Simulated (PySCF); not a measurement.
# TlF: bond curves at several levels of theory

An exercise on one series of results from a longer session: the logs are not shown, and one member is left open.

The runs use PySCF 2.14.0; Tl def2-SVP with ECP60, F def2-SVP, scalar-relativistic core potentials.

Set-up of the first run:

Settings of the job:

```json
{"atoms": "Tl, F", "charge": "0", "basis": "Tl def2-SVP with ECP60, F def2-SVP", "Hamiltonian": "scalar-relativistic core potentials", "basis functions": "40", "electrons treated": "30", "masses in u": "204.9744, 18.9984", "levels": "PBE0, PBE, r²SCAN, r²SCANh, TPSS, BLYP, LC-ωPBE, HF, MP2, SCS-MP2, CCSD, CCSD(T)", "grid": "80 radial by 434 angular points", "occupations": "held fixed by the projection of orbital angular momentum", "dissociation limit": "Tl + F, each in its ground configuration", "starting distance in angstrom": "2.045", "values of 2S to try": "0, 2"}
```

Among the steps run: The job; PBE0 along the bond; Other states along the same grid; PBE; r²SCAN; r²SCANh (hybrid meta-GGA); TPSS (meta-GGA); BLYP (GGA); LC-ωPBE; RHF (mean field); MP2 and coupled cluster.

One of the session's tables, all rows but one given; the rest of the session is left out.

Energy (eV) from each level's lowest point:

```
R (Å)    RHF  RHF-MP2  RHF-SCS-MP2  RHF-CCSD  RHF-CCSD(T)
1.806  1.104    1.122        1.144       n/a          n/a
1.890  0.471    0.478        0.493     0.493        0.501
1.974  0.136    0.138        0.147     0.147        0.152
2.037  0.025    0.024        0.029     0.029        0.032
2.100  0.000    0.000        0.000     0.000        0.000
2.163      ?        ?            ?         ?            ?
2.247  0.163    0.173        0.163     0.160        0.155
2.352  0.391    0.413        0.396     0.390        0.383
2.478  0.721    0.764        0.739     0.728        0.718
2.646  1.194    1.268        1.234       n/a          n/a
```

**Question.** Estimate the row for R (Å) = 2.163.

Worked estimate for «RHF». A straight line through the neighbours (2.100, 0.000) and (2.247, 0.163) gives 0.000 + (0.163 − 0.000) × (2.163 − 2.100) / (2.247 − 2.100) = 0.070; a parabola fitted to 4 rows on both sides gives 0.045.

The run gave: RHF: 0.040; RHF-MP2: 0.042; RHF-SCS-MP2: 0.038; RHF-CCSD: 0.037; RHF-CCSD(T): 0.035. In «RHF» the line misses by +0.030 and the parabola by +0.005.

State 2 has its PBE0 minimum 4.35 eV higher. The other levels ran on the lowest alone.
